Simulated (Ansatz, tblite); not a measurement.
**SiEt2Me2 (C₆H₁₆Si): spin-state energies by level**

Aim: set other spin states of SiEt2Me2 (C₆H₁₆Si) against its singlet, on many levels of theory.

Method: as each input shows; program: Ansatz 0.2.0, Gaussian basis.

Levels to be run: triplet, at the geometry of the singlet (GFN1-xTB, PBE0-D4/def2-TZVP, PBE-D4/def2-TZVP, r2SCAN-D4/def2-TZVP); the singlet's energies come from earlier runs.

2 further runs of the same task are left out: 2 set aside as unsound or not needed.

## Step 1: The structure

The singlet was relaxed beforehand with B3LYP-D4/def2-SVP.

23 atoms, charge 0, spin multiplicity 1.

Bond lengths: Si1–C2 1.897 Å, Si1–C9 1.898 Å, Si1–C16 1.891 Å, Si1–C20 1.890 Å, C2–C3 1.536 Å, C2–H4 1.106 Å, C2–H5 1.106 Å, C3–H6 1.103 Å, C3–H7 1.103 Å, C3–H8 1.103 Å, C9–C10 1.536 Å, C9–H11 1.106 Å, C9–H12 1.105 Å, C10–H13 1.103 Å, C10–H14 1.103 Å, C10–H15 1.103 Å, C16–H17 1.103 Å, C16–H18 1.103 Å and more. Angles: C2–Si1–C9 109.4°, C2–Si1–C16 109.7°, C2–Si1–C20 109.1°, C9–Si1–C16 109.4°, C9–Si1–C20 109.8°, C16–Si1–C20 109.4°, Si1–C2–C3 115.3°, Si1–C2–H4 107.9°, Si1–C2–H5 107.7°, C3–C2–H4 110.0°, C3–C2–H5 110.0°, H4–C2–H5 105.4°, C2–C3–H6 112.1°, C2–C3–H7 111.6°, C2–C3–H8 111.6°, H6–C3–H7 107.1°, H6–C3–H8 107.1°, H7–C3–H8 107.0° and more.

## Step 2: Triplet at the fixed geometry, GFN1-xTB

Tight binding, by tblite at 300 K electronic temperature and without a spin-polarisation term:

```python
tblite.interface.Calculator('GFN1-xTB', numbers, positions, charge=0, uhf=2).singlepoint()
```

Energy -623.0815 eV; 0.085 s.

## Step 3: Triplet at the fixed geometry, PBE0-D4/def2-TZVP

in.yaml

```yaml
crystal:
  periodic: [false, false, false]
  atoms:
    - {symbol: Si, position_ang: [-0.386299, -0.176535, -0.004488]}
    - {symbol: C, position_ang: [-0.342507, -0.132197, 1.891735]}
    - {symbol: C, position_ang: [0.406008, 1.061406, 2.502627]}
    - {symbol: H, position_ang: [0.105241, -1.080145, 2.243786]}
    - {symbol: H, position_ang: [-1.387565, -0.148077, 2.253420]}
    - {symbol: H, position_ang: [0.391839, 1.039838, 3.605405]}
    - {symbol: H, position_ang: [1.464085, 1.079280, 2.192166]}
    - {symbol: H, position_ang: [-0.038445, 2.021563, 2.191124]}
    - {symbol: C, position_ang: [1.388255, -0.245525, -0.675221]}
    - {symbol: C, position_ang: [1.501689, -0.391669, -2.199882]}
    - {symbol: H, position_ang: [1.908969, -1.083604, -0.175505]}
    - {symbol: H, position_ang: [1.915037, 0.668559, -0.344961]}
    - {symbol: H, position_ang: [2.551474, -0.409844, -2.538151]}
    - {symbol: H, position_ang: [1.030357, -1.323811, -2.553574]}
    - {symbol: H, position_ang: [1.005722, 0.441288, -2.726283]}
    - {symbol: C, position_ang: [-1.247076, 1.375191, -0.659418]}
    - {symbol: H, position_ang: [-2.266587, 1.466597, -0.248036]}
    - {symbol: H, position_ang: [-1.332478, 1.352362, -1.758649]}
    - {symbol: H, position_ang: [-0.691709, 2.288107, -0.386714]}
    - {symbol: C, position_ang: [-1.341898, -1.708325, -0.564578]}
    - {symbol: H, position_ang: [-0.840896, -2.633809, -0.233714]}
    - {symbol: H, position_ang: [-1.429947, -1.748028, -1.663002]}
    - {symbol: H, position_ang: [-2.363278, -1.712612, -0.148096]}
basis:
  gaussian: {orbitals: def2-TZVP}
magnetization: {spin_polarized: true, initial_magnetization: 2}
hamiltonian: {xc: pbe0, dispersion: d4}
scf: {omitted_lower_state_checks: [starts]}
output: {orbitals: {seedname: orbitals}}
```

The run is started by

```bash
$ ansatz run in.yaml --threads 4 --pin off --events-out ev --progress --plain --max-ram 4787MiB
```

The program printed:

```text
Functional definition: PBE0
  name "PBE0"
  cite "Adamo & Barone, J. Chem. Phys. 110, 6158 (1999) doi:10.1063/1.478522"
  cite "Perdew, Burke & Ernzerhof, Phys. Rev. Lett. 77, 3865 (1996) doi:10.1103/PhysRevLett.77.3865"
  parent pbe
  parameter a = 0.25
  parameter kappa = 0.804
  parameter beta = 0.06672455060314922
  exchange = (1 - a)*pbe_x(kappa = kappa, mu = beta*pi^2/3) + a*exact_x
  correlation = pbe_c(beta = beta)
these checks for a lower state are left out or cut short: starts
2052 factors; their error is unknown
mean field evaluation 1: about -14326.0928 eV, gradient 6.5e1 eV
mean field evaluation 2: about -14318.3745 eV, gradient 7.3e1 eV
mean field evaluation 4: about -14345.7306 eV, gradient 5.9e0 eV
mean field evaluation 8: about -14345.9685 eV, gradient 5.1e-1 eV
mean field evaluation 16: about -14345.9758 eV, gradient 1.5e-2 eV
mean field evaluation 32: about -14345.9761 eV, gradient 6.8e-4 eV
mean field -14345.97608366 eV, -527.2048970225 hartree, gradient 7.7e-6 eV, S^2 2.005838; 0 other end points of the search recorded, 0 dependent functions left out
reference -14345.97613245 eV, -527.2048988157 hartree; 34, 32 occupied and 285, 287 virtual orbitals, 2052 factors
Total energy: -14346.44518623 eV, -527.2221362241 hartree
Checks for a lower state left out: starts
```

Wall time 4.1 min (4 threads of Intel Xeon at 2.50GHz, shared host); peak memory 1.4 GiB.

HOMO -0.78 eV, LUMO -6.88 eV (over both spins; with the spin held, an empty level of the minority spin lies below the top filled one); ⟨S²⟩ 2.006 (pure: 2.00).

## Step 4: Triplet at the fixed geometry, PBE-D4/def2-TZVP

start.molden holds the orbitals of an earlier run on this state, given as this run's starting guess.

Changes to in.yaml since step 3:

```diff
@@ -27,5 +27,5 @@
 basis:
-  gaussian: {orbitals: def2-TZVP}
+  gaussian: {orbitals: def2-TZVP, initial_orbitals: start.molden}
 magnetization: {spin_polarized: true, initial_magnetization: 2}
-hamiltonian: {xc: pbe0, dispersion: d4}
+hamiltonian: {xc: pbe, dispersion: d4}
 scf: {omitted_lower_state_checks: [starts]}
```

Launched as before.

The program printed:

```text
Functional definition: PBE
  name "PBE"
  cite "Perdew, Burke & Ernzerhof, Phys. Rev. Lett. 77, 3865 (1996) doi:10.1103/PhysRevLett.77.3865"
  parent pbe
  parameter kappa = 0.804
  parameter beta = 0.06672455060314922
  exchange = pbe_x(kappa = kappa, mu = beta*pi^2/3)
  correlation = pbe_c(beta = beta)
these checks for a lower state are left out or cut short: starts
2036 factors; their error is unknown
mean field evaluation 1: about -14344.2488 eV, gradient 8.1e0 eV
mean field evaluation 2: about -14344.4291 eV, gradient 2.8e-1 eV
mean field evaluation 4: about -14344.3880 eV, gradient 3.2e-1 eV
mean field evaluation 8: about -14344.3920 eV, gradient 8.7e-3 eV
mean field evaluation 16: about -14344.3921 eV, gradient 2.8e-5 eV
mean field -14344.39205104 eV, -527.1466848975 hartree, gradient 2.3e-6 eV, S^2 2.002271; 0 other end points of the search recorded, 0 dependent functions left out
reference -14344.39211650 eV, -527.1466873033 hartree; 34, 32 occupied and 285, 287 virtual orbitals, 2036 factors
Total energy: -14344.93745732 eV, -527.1667282088 hartree
Checks for a lower state left out: starts
```

It took 90 s on 4 threads of Intel Xeon at 2.50GHz, shared host; peak memory 1.5 GiB.

From the report: HOMO -0.55 eV, LUMO -7.50 eV (over both spins; with the spin held, an empty level of the minority spin lies below the top filled one); ⟨S²⟩ 2.002 (pure: 2.00).

## Step 5: Triplet at the fixed geometry, r2SCAN-D4/def2-TZVP

Changes to in.yaml since step 4:

```diff
@@ -29,3 +29,3 @@
 magnetization: {spin_polarized: true, initial_magnetization: 2}
-hamiltonian: {xc: pbe, dispersion: d4}
+hamiltonian: {xc: r2scan, dispersion: d4}
 scf: {omitted_lower_state_checks: [starts]}
```

Same command.

The program printed, cut to the lines that bear on the results:

```text
Functional definition: r2SCAN
  name "r2SCAN"
  cite "Furness, Kaplan, Ning, Perdew & Sun, J. Phys. Chem. Lett. 11, 8208 (2020) doi:10.1021/acs.jpclett.0c02405"
  cite "Furness, Kaplan, Ning, Perdew & Sun, J. Phys. Chem. Lett. 11, 9248 (2020) doi:10.1021/acs.jpclett.0c03077"
  parent r2scan
[...]
2036 factors; their error is unknown
[...]
mean field -14352.80816013 eV, -527.4559712019 hartree, gradient 6.0e-6 eV, S^2 2.006294; 0 other end points of the search recorded, 0 dependent functions left out
reference -14352.80818234 eV, -527.4559720183 hartree; 34, 32 occupied and 285, 287 virtual orbitals, 2036 factors
Total energy: -14352.96151435 eV, -527.4616068658 hartree
Checks for a lower state left out: starts
```

Run time: 2.2 min. Hardware: 4 threads of Intel Xeon at 2.50GHz, shared host; peak memory 1.6 GiB.

From the report: HOMO -0.47 eV, LUMO -7.43 eV (over both spins; with the spin held, an empty level of the minority spin lies below the top filled one); ⟨S²⟩ 2.006 (pure: 2.00).

## Step 6: Triplet less singlet, vertical

The singlet's energies are those of its earlier runs, whose logs aren't repeated here.

```
              level  triplet less singlet, vertical (kcal/mol)     time
           GFN1-xTB                                     +167.8   0.14 s
   PBE-D4/def2-TZVP                                     +156.4  1.7 min
r2SCAN-D4/def2-TZVP                                     +165.7  2.5 min
  PBE0-D4/def2-TZVP                                     +171.2  4.4 min
```

Times add the two runs; a level without a time comes out of a correlated run. Tight binding without a spin term can't rank spin states.

## Step 7: What came out

| quantity | value |
| --- | --- |
| triplet less singlet, vertical, functionals in def2-TZVP | +156.4 (PBE-D4) to +171.2 kcal/mol (PBE0-D4) |

What this shows: All functionals put the triplet above the singlet, over a spread of 14.8 kcal/mol. The checks for a lower triplet were left out, so another state of that spin may lie lower. These are electronic energies, without zero-point motion, entropy or surroundings.
